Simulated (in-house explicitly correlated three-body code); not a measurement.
# Two electrons around a charge of +3 with a centre of 25 electron masses: exact states

Aim: the lowest states of two electrons around a charge of +3 with a centre of 25 electron masses to near-exact accuracy, with their sizes and correlation.

The numbers are computed with in-house explicitly correlated three-body code version 1 (two electrons, non-relativistic, variational in exponentially correlated functions), except any that are marked as measured or tabulated.

### 1 What is computed

| Item | Value |
| --- | --- |
| charge of the centre | +3 |
| mass of the centre | 25 electron masses |
| interactions | Coulomb |
| basis | 260 functions exp(−a r1 − b r2 − g r12) a state, exponent ranges optimised |
| units | hartree and bohr; relativity and QED are left out |

### 2 The variational calculation

Settings:

```ini
Z = 3.0
nuclear_mass = 25.0
interaction_strength = 1.0
functions = 260
states_tried = 13
```

Started as:

```sh
python run_hyl.py task.json out
```

Main fields of the result record, rounded:

```text
status: converged
states [hartree, bohr]:
  - {"name": "1 1S", "E": -6.991036546657, "change": 1.4e-09, "T": 6.9910365322, "inv_r": 2.582836948, "inv_r12": 1.514948607, "r": 0.59633731, "r2": 0.483924004, "r12": 0.89156402, "r12_2": 0.990469476, "cos": -0.02957713, "p1p2": 0.17705623, "d1": 6.086152, "d12": 0.47769}
  - {"name": "2 3S", "E": -4.913767322529, "change": 2.7e-11, "T": 4.9137673222, "inv_r": 1.71201838, "inv_r12": 0.4445756338, "r": 1.55447075, "r2": 4.08610141, "r12": 2.66117588, "r12_2": 8.18413073, "cos": -0.005907048, "p1p2": 0.0034457619, "d1": 4.057608, "d12": 0.0}
  - {"name": "2 1S", "E": -4.84693992513, "change": 4.7e-09, "T": 4.8469398837, "inv_r": 1.692108591, "inv_r12": 0.4587717343, "r": 1.70996538, "r2": 5.07851374, "r12": 2.95582368, "r12_2": 10.1864402, "cos": -0.01058428, "p1p2": -0.017223387, "d1": 4.017535, "d12": 0.058308}
  - {"name": "2 3P", "E": -4.846727409672, "change": 4e-09, "T": 4.8467276021, "inv_r": 1.699450536, "inv_r12": 0.5032482036, "r": 1.44193462, "r2": 3.56408136, "r12": 2.4584329, "r12_2": 7.23375641, "cos": -0.05184947, "p1p2": -0.33805856, "d1": 3.754007, "d12": 0.0}
  - {"name": "2 1P", "E": -4.792962808433, "change": 1.7e-09, "T": 4.7929628322, "inv_r": 1.674536866, "inv_r12": 0.4612955546, "r": 1.61310284, "r2": 4.55295135, "r12": 2.75290891, "r12_2": 9.07402257, "cos": 0.01434717, "p1p2": 0.18539554, "d1": 3.836643, "d12": 0.0075028}
  - {"name": "3 3S", "E": -4.56932951494, "change": -1.3e-10, "T": 4.5693295059, "inv_r": 1.557357814, "inv_r12": 0.2054878636, "r": 3.36404802, "r2": 22.0627987, "r12": 6.23701748, "r12_2": 44.1208105, "cos": -0.0008900993, "p1p2": -0.005725686, "d1": 3.88408, "d12": 0.0}
  - {"name": "3 1S", "E": -4.5517784308, "change": 5.2e-09, "T": 4.5517784866, "inv_r": 1.552011281, "inv_r12": 0.2085107708, "r": 3.59888722, "r2": 25.5050597, "r12": 6.70259339, "r12_2": 51.0089883, "cos": -0.002374252, "p1p2": -0.010354272, "d1": 3.876175, "d12": 0.017037}
  - {"name": "3 3P", "E": -4.551763625265, "change": 6.2e-08, "T": 4.5517623723, "inv_r": 1.553708288, "inv_r12": 0.218723732, "r": 3.33797155, "r2": 22.0413245, "r12": 6.19009181, "r12_2": 44.0973523, "cos": -0.01213326, "p1p2": -0.089703306, "d1": 3.80443, "d12": 0.0}
  - {"name": "3 1P", "E": -4.536278093571, "change": 7.9e-08, "T": 4.5362758894, "inv_r": 1.546909442, "inv_r12": 0.2089026717, "r": 3.58281837, "r2": 25.5967007, "r12": 6.66758137, "r12_2": 51.1758498, "cos": 0.005240853, "p1p2": 0.051049996, "d1": 3.824144, "d12": 0.002627}
  - {"name": "4 3S", "E": -4.458846590018, "change": 9e-09, "T": 4.4588469505, "inv_r": 1.505814971, "inv_r12": 0.1171962866, "r": 5.95244011, "r2": 73.0840643, "r12": 11.40035, "r12_2": 146.15434, "cos": 4.491403e-05, "p1p2": -0.0048833481, "d1": 3.845946, "d12": 0.0}
  - {"name": "4 1S", "E": -4.451798048152, "change": 4.3e-08, "T": 4.4517939013, "inv_r": 1.503639372, "inv_r12": 0.1182442836, "r": 6.26813861, "r2": 81.4076832, "r12": 12.030142, "r12_2": 162.803059, "cos": -0.000610426, "p1p2": -0.0066022385, "d1": 3.843157, "d12": 0.0071011}
threshold [hartree]: -4.32692307692
transitions:
  - ["1 1S", "2 1P", 2.1980737, 0.3085451]
  - ["1 1S", "3 1P", 2.4547584, 0.0694216]
  - ["2 1S", "2 1P", 0.053977117, 7.470389]
  - ["2 1S", "3 1P", 0.31066183, 1.138063]
  - ["3 1S", "2 1P", -0.24118438, 0.7131183]
  - ["3 1S", "3 1P", 0.015500337, 44.01187]
  - ["4 1S", "2 1P", -0.34116476, 0.097349]
  - ["4 1S", "3 1P", -0.084480045, 4.317043]
  - ["2 3S", "2 3P", 0.067039913, 5.821584]
  - ["2 3S", "3 3P", 0.3620037, 0.9462939]
  - ["3 3S", "2 3P", -0.2773979, 0.5477297]
  - ["3 3S", "3 3P", 0.01756589, 37.8998]
  - ["4 3S", "2 3P", -0.38788082, 0.0743707]
  - ["4 3S", "3 3P", -0.092917035, 3.702342]
```

«change» is the move of the energy from 170 to 260 functions; states that moved too far are left out. d1 and d12 are the expectation values of δ(r1) and δ(r12).

Run time: 40 s. Hardware: 1 thread of Arm Neoverse V1, shared host.

### 3 Levels

Binding counts from the one-electron threshold at -4.326923 hartree:

```tsv
state	binding (eV)	excitation (eV)	⟨r⟩	⟨r12⟩ (bohr)	⟨cos θ12⟩
1 ¹S	72.4942	0	0.5963	0.8916	-0.0296
2 ³S	15.9688	56.5254	1.554	2.661	-0.0059
2 ¹S	14.1504	58.3438	1.710	2.956	-0.0106
2 ³P	14.1446	58.3496	1.442	2.458	-0.0518
2 ¹P	12.6816	59.8126	1.613	2.753	0.0143
3 ³S	6.59622	65.8980	3.364	6.237	-0.0009
3 ¹S	6.11863	66.3756	3.599	6.703	-0.0024
3 ³P	6.11822	66.3760	3.338	6.190	-0.0121
3 ¹P	5.69684	66.7974	3.583	6.668	0.0052
4 ³S	3.58982	68.9044	5.952	11.40	0.0000
4 ¹S	3.39802	69.0962	6.268	12.03	-0.0006
```

### 4 What came out

| quantity | value |
| --- | --- |
| ground-state energy | -6.99103655 hartree |
| binding of the second electron | 72.494 eV |
| ⟨r12⟩, ⟨cos θ12⟩ | 0.8916 bohr, -0.0296 |

In words: The second electron is bound by 72.49 eV, and the mean cosine of -0.030 shows the electrons leaning only slightly to opposite sides. The virial ratio −T/E is 1.0000000, where an exact Coulomb state gives 1. Exchange puts 2 ³S 1.82 eV under 2 ¹S.
